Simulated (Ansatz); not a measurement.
# Ru (Ru, diamond): the cost of one run

Method: DFT r2SCAN, plane waves (500 eV) with PAW, scalar-relativistic; PBE-made PAW files, in Ansatz 0.2.0.

### 1 The structure to begin with

It takes space group Fd-3m (No. 227, cubic). The conventional cell has a = 5.270 Å, b = 5.270 Å, c = 5.270 Å, α = 90.00°, β = 90.00°, γ = 90.00°. Ru (site symmetry -43m) is surrounded by 4 Ru at 2.28 Å.

As a file:

```
CELL_PARAMETERS angstrom
0.00000 2.63517 2.63517
2.63517 0.00000 2.63517
2.63517 2.63517 0.00000
ATOMIC_POSITIONS crystal
Ru 0.12500 0.12500 0.12500
Ru 0.87500 0.87500 0.87500
```

Starting moments (μB): +1 ×2.

### 2 Relaxation of the cell

Contents of input.yaml:

```yaml
crystal:
  lattice:
    - [0.0, 2.635171402, 2.635171402]
    - [2.635171402, 0.0, 2.635171402]
    - [2.635171402, 2.635171402, 0.0]
  atoms:
    - { symbol: Ru, position: [0.125, 0.125, 0.125], spin: 1.0 }
    - { symbol: Ru, position: [0.875, 0.875, 0.875], spin: 1.0 }
hamiltonian:
  xc: r2scan
  pseudopotentials:
    kind: paw
    azcp:
      Ru: "pseudopotentials/Ru.paw.azcp"
basis:
  ecutwfc: 500
  fft_grid_basis: typed
kpoints:
  mp_grid: { grid: [10, 10, 10], shift: [0, 0, 0] }
magnetization:
  spin_polarized: true
scf:
  occupations: { method: fermi_dirac, width: 0.05 }
relax:
  max_steps: 60
  f_tol: 0.01
  cell: {}
output:
  write_density: true
  write_potential: true
  elf: true
  volumetric_format: npy
```

On the command line:

```sh
> ansatz run input.yaml --threads 2 --pin off --max-ram 6144MiB --backend cpu --events-out ev --progress --plain --runs-dir out
```

**Question.** How long does this run take on 2 threads of Intel Xeon 6975P-C (Granite Rapids), shared host, and how much memory does it need?

About 28 s, with a peak of 0.54 GiB.
